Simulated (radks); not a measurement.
# Zn⁺ in [Ar] 3d10 4s1: an all-electron calculation

One table from this session's results is given with a row withheld; the runs are named, their logs left out.

Program: radks (a radial shooting solver on a logarithmic mesh, Libxc functionals) version 1. Level of theory: scalar-relativistic Kohn-Sham, BLYP, spin-unpolarised, spherical densities, finite nucleus. These are calculated values, not measurements, unless marked.

**The system**

```
element            : zinc (Z = 30)
charge             : +1
electrons          : 29
configuration      : [Ar] 3d10 4s1
nuclear rms radius : 3.9283 fm
```

Outer shells as boxes (Hund's rule):

Zn⁺
```
[Ar] core
3d [↑↓][↑↓][↑↓][↑↓][↑↓]
4s [↑ ]
```

Set-up of the first run:

The run's settings:

```text
Z 30
configuration [Ar] 3d10 4s1 4p0 5s0 4d0 4f0
relativity scalar-relativistic
functional b88,lyp
spin unpolarised
nucleus finite rms 3.9283 fm
c 137.035999084
```

Launch:

```
> python run_ks.py task.json out
```

The same process makes all the runs of this session.

One of the session's tables, all rows but one given; the rest of the session is left out.

It belongs to the step «Shells». Sizes of the orbitals, from the radial functions (bohr):

```
level      <r>  outermost maximum (interpolated)  90 % within  nodes
   1s  0.05031                            0.0329       0.0899      0
   2s   0.2262                             0.189        0.350      1
   2p        ?                                 ?            ?      ?
   3s   0.6813                             0.588         1.02      2
   3p   0.7136                             0.592         1.10      1
   3d   0.8985                             0.565         1.58      0
   4s    2.399                              1.98         3.62      3
   4p    3.147                              2.55         4.83      2
```

Q: Estimate the row for 2p from the others.

The run gave: <r>: 0.1982; outermost maximum (interpolated): 0.152; 90 % within: 0.324; nodes: 0. In the column «<r>» it lies between 1s (0.05031) and 2s (0.2262).

Caveats from the session: Spin polarisation and multiplet splitting are left out.
